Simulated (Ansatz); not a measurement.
# CH4OSn: search for lower mean-field states

The task is a search for lower mean-field states, for CH4OSn.

Program: the Python package of Ansatz 0.2.0. Level of theory: Hartree-Fock/def2-SVP. These are calculated values, not measurements.

### 1 Starting point

Bond lengths: C1–Sn2 2.091 Å, Sn2–O3 1.961 Å, C1–H4 1.056 Å, C1–H5 1.171 Å, C1–H6 1.113 Å, O3–H7 0.993 Å. Angles: C1–Sn2–O3 107.5°, Sn2–C1–H4 109.8°, Sn2–C1–H5 109.5°, Sn2–C1–H6 112.7°, H4–C1–H5 107.0°, H4–C1–H6 112.1°, H5–C1–H6 105.4°, Sn2–O3–H7 106.2°.

No structure file is read: the coordinates are typed or built in the script.

### 2 Script

File ch4osn_states.py:

```python
"""Restricted and unrestricted solutions of CH4OSn, stretched and not."""

import ansatz as az
import numpy as np

GEOMETRY = """
C    -0.85440    0.47200   -0.24080
Sn    1.16880    0.24710   -0.71950
O     1.83400   -1.32350    0.24810
H    -1.39460   -0.37700   -0.55950
H    -1.29230    1.39220   -0.81680
H    -1.01840    0.69220    0.83790
H     1.61820   -1.17100    1.20490
"""

ch4osn = az.Crystal.molecule()
for line in GEOMETRY.strip().splitlines():
    symbol, *xyz = line.split()
    ch4osn = ch4osn.atom(symbol, [float(v) for v in xyz])
symbols = [site.symbol for site in ch4osn.cartesian_sites]

start = np.array([site.position_ang for site in ch4osn.cartesian_sites])
for factor in [1.0, 1.5]:
    xyz = (start - start.mean(axis=0)) * factor
    scaled = az.Crystal.molecule()
    for symbol, place in zip(symbols, xyz):
        scaled = scaled.atom(symbol, place.tolist())
    setup = scaled.calculation().basis(gaussian="def2-SVP").functional("HF").spin("collinear")
    for search in ("off", "standard"):
        try:
            rep = setup.scf(lower_state_search=search).run(threads=1).report
        except az.AnsatzError as error:
            print(f"x{factor} search {search}: {type(error).__name__}")
            continue
        state = rep["mean_field"]["state"]
        print(f"all distances x{factor}, search {search:8s} E = {rep['free_energy_ev']:.5f} eV  <S^2> = {abs(state['spin_squared']):.3f}  other states met: {len(rep['mean_field']['others'])}")
```

### 3 What the engine is handed

The package turns the script's settings into the engine's input (first run):

```yaml
crystal:
  periodic: [false, false, false]
  atoms:
    - { symbol: C, position_ang: [-0.863157142857143, 0.48171428571428565, -0.23427142857142857] }
    - { symbol: Sn, position_ang: [1.1600428571428572, 0.25681428571428566, -0.7129714285714286] }
    - { symbol: O, position_ang: [1.8252428571428572, -1.3137857142857141, 0.25462857142857137] }
    - { symbol: H, position_ang: [-1.403357142857143, -0.3672857142857143, -0.5529714285714286] }
    - { symbol: H, position_ang: [-1.301057142857143, 1.401914285714286, -0.8102714285714285] }
    - { symbol: H, position_ang: [-1.0271571428571429, 0.7019142857142857, 0.8444285714285714] }
    - { symbol: H, position_ang: [1.6094428571428572, -1.1612857142857143, 1.2114285714285715] }
basis:
  gaussian:
    orbitals: def2-SVP
hamiltonian:
  xc: hf
magnetization:
  spin_polarized: true
scf:
  lower_state_search: "off"
```

### 4 Launch

Started as:

```bash
$ python ch4osn_states.py
```

The program printed:

```text
all distances x1.0, search off      E = -8933.33279 eV  <S^2> = 0.000  other states met: 0
all distances x1.0, search standard E = -8933.34107 eV  <S^2> = 0.130  other states met: 2
all distances x1.5, search off      E = -8918.35712 eV  <S^2> = 0.000  other states met: 0
all distances x1.5, search standard E = -8920.84297 eV  <S^2> = 2.695  other states met: 13
```

Run time: 19 s. Hardware: 1 thread of Intel Xeon Platinum 8488C (Sapphire Rapids), shared host; peak memory 0.26 GiB.

### 5 What changed from run to run

The engine's inputs for the other runs:

Run 2, against run 1:

```diff
@@ -19 +19 @@
-  lower_state_search: "off"
+  lower_state_search: standard
```

Run 3, against run 1:

```diff
@@ -4,7 +4,7 @@
-    - { symbol: C, position_ang: [-0.863157142857143, 0.48171428571428565, -0.23427142857142857] }
-    - { symbol: Sn, position_ang: [1.1600428571428572, 0.25681428571428566, -0.7129714285714286] }
-    - { symbol: O, position_ang: [1.8252428571428572, -1.3137857142857141, 0.25462857142857137] }
-    - { symbol: H, position_ang: [-1.403357142857143, -0.3672857142857143, -0.5529714285714286] }
-    - { symbol: H, position_ang: [-1.301057142857143, 1.401914285714286, -0.8102714285714285] }
-    - { symbol: H, position_ang: [-1.0271571428571429, 0.7019142857142857, 0.8444285714285714] }
-    - { symbol: H, position_ang: [1.6094428571428572, -1.1612857142857143, 1.2114285714285715] }
+    - { symbol: C, position_ang: [-1.2947357142857143, 0.7225714285714284, -0.35140714285714286] }
+    - { symbol: Sn, position_ang: [1.7400642857142858, 0.3852214285714285, -1.0694571428571429] }
+    - { symbol: O, position_ang: [2.7378642857142856, -1.970678571428571, 0.38194285714285703] }
+    - { symbol: H, position_ang: [-2.1050357142857146, -0.5509285714285714, -0.8294571428571429] }
+    - { symbol: H, position_ang: [-1.9515857142857143, 2.102871428571429, -1.215407142857143] }
+    - { symbol: H, position_ang: [-1.5407357142857143, 1.0528714285714287, 1.2666428571428572] }
+    - { symbol: H, position_ang: [2.4141642857142855, -1.7419285714285713, 1.8171428571428572] }
```

Run 4, against run 1:

```diff
@@ -4,7 +4,7 @@
-    - { symbol: C, position_ang: [-0.863157142857143, 0.48171428571428565, -0.23427142857142857] }
-    - { symbol: Sn, position_ang: [1.1600428571428572, 0.25681428571428566, -0.7129714285714286] }
-    - { symbol: O, position_ang: [1.8252428571428572, -1.3137857142857141, 0.25462857142857137] }
-    - { symbol: H, position_ang: [-1.403357142857143, -0.3672857142857143, -0.5529714285714286] }
-    - { symbol: H, position_ang: [-1.301057142857143, 1.401914285714286, -0.8102714285714285] }
-    - { symbol: H, position_ang: [-1.0271571428571429, 0.7019142857142857, 0.8444285714285714] }
-    - { symbol: H, position_ang: [1.6094428571428572, -1.1612857142857143, 1.2114285714285715] }
+    - { symbol: C, position_ang: [-1.2947357142857143, 0.7225714285714284, -0.35140714285714286] }
+    - { symbol: Sn, position_ang: [1.7400642857142858, 0.3852214285714285, -1.0694571428571429] }
+    - { symbol: O, position_ang: [2.7378642857142856, -1.970678571428571, 0.38194285714285703] }
+    - { symbol: H, position_ang: [-2.1050357142857146, -0.5509285714285714, -0.8294571428571429] }
+    - { symbol: H, position_ang: [-1.9515857142857143, 2.102871428571429, -1.215407142857143] }
+    - { symbol: H, position_ang: [-1.5407357142857143, 1.0528714285714287, 1.2666428571428572] }
+    - { symbol: H, position_ang: [2.4141642857142855, -1.7419285714285713, 1.8171428571428572] }
@@ -19 +19 @@
-  lower_state_search: "off"
+  lower_state_search: standard
```

Lines on the test bed's own set-up are left out of the output.

### 6 The engine's runs

One row for each of the 4 runs:

```csv
run,search,energy from run 2 (eV),<S²>,SCF cycles,CPU time (s)
1,off,0.0083,0.00,13,0.6
2,standard,0.0000,0.13,80,2.1
3,off,14.9839,0.00,17,0.6
4,standard,12.4981,2.70,872,15
```

### 7 Summary of results

| quantity | value |
| --- | --- |
| lower state found by the search | 0.008 eV lower at distances × 1.0; 2.486 eV lower at distances × 1.5 |
| runs compared | 4 |

**Reading.** Where bonds are stretched, a single start can end above the lowest mean-field state, which breaks spin symmetry. In CPU time, run 4 cost about 30 times as much as run 1. Notes:
- The count of other states can hold repeated and symmetry-equivalent ends of the search; scaling all distances is a test, and for more than two atoms no physical path.
- The structure is a rough, unrelaxed start.
- def2 sets replace the cores of elements past krypton by effective core potentials.
